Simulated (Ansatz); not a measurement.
**SnO (P4/nmm): a single-point run**

The task is a single-point run on SnO (P4/nmm). The structure is shown as the input types it.

Program: Ansatz 0.2.0. Level of theory: DFT PBE, scalar-relativistic, plane waves, PAW. These are calculated values, not measurements.

## Step 1: The structure to begin with

Symmetry: P4/nmm, No. 129, tetragonal system. The conventional cell has a = 3.868 Å, b = 3.868 Å, c = 5.068 Å, α = 90.00°, β = 90.00°, γ = 90.00°. Sn (site symmetry 4mm) has 4 O at 2.25 Å in its first shell of neighbours. O (site symmetry -4m2) has 4 Sn at 2.25 Å in its first shell of neighbours.

Coordinates:

```cif
data_structure
_symmetry_space_group_name_H-M 'P 1'
_symmetry_Int_Tables_number 1
_cell_length_a 3.8683
_cell_length_b 3.8683
_cell_length_c 5.0676
_cell_angle_alpha 90.000
_cell_angle_beta 90.000
_cell_angle_gamma 90.000
_cell_volume 75.83
loop_
_atom_site_label
_atom_site_type_symbol
_atom_site_fract_x
_atom_site_fract_y
_atom_site_fract_z
_atom_site_occupancy
Sn1 Sn 0.00000 0.50000 0.22872 1
Sn2 Sn 0.50000 0.00000 0.77128 1
O1 O 0.00000 0.00000 0.00000 1
O2 O 0.50000 0.50000 0.00000 1
```

## Step 2: Running it

File input.yaml:

```yaml
crystal:
  lattice:
    - [3.8682528669, 0.0, 0.0]
    - [0.0, 3.8682528669, 0.0]
    - [0.0, 0.0, 5.0676297951]
  atoms:
    - { symbol: Sn, position: [0.0, 0.5, 0.228717183] }
    - { symbol: Sn, position: [0.5, 0.0, 0.771282817] }
    - { symbol: O, position: [0.0, 0.0, 0.0] }
    - { symbol: O, position: [0.5, 0.5, 0.0] }
basis:
  ecutwfc: "80 eV"
  ecutrho_ratio: 4
kpoints:
  mp_grid: { grid: [10, 10, 8] }
hamiltonian:
  xc: pbe
scf:
  occupations: { method: gaussian, width: 0.05 }
  max_iter: 75
output:
  forces: true
  stress: true
```

Command:

```sh
> ansatz run input.yaml --threads 4 --pin off --max-ram 7168MiB --backend cpu --events-out ev --progress --plain --runs-dir out
```

What happens when this is run?

The run converged and reported no error, with warnings (cutoff below recommended). It gives a pressure of -133 GPa and a largest force of 11.4 eV/Å, which is large.

Look at the input: basis.ecutwfc is 80 eV. The basis cutoff is far too low: the plane waves can't represent the orbitals near the cores. The potentials' recommended cutoff is 420 eV.

The test: set basis.ecutwfc to 420.
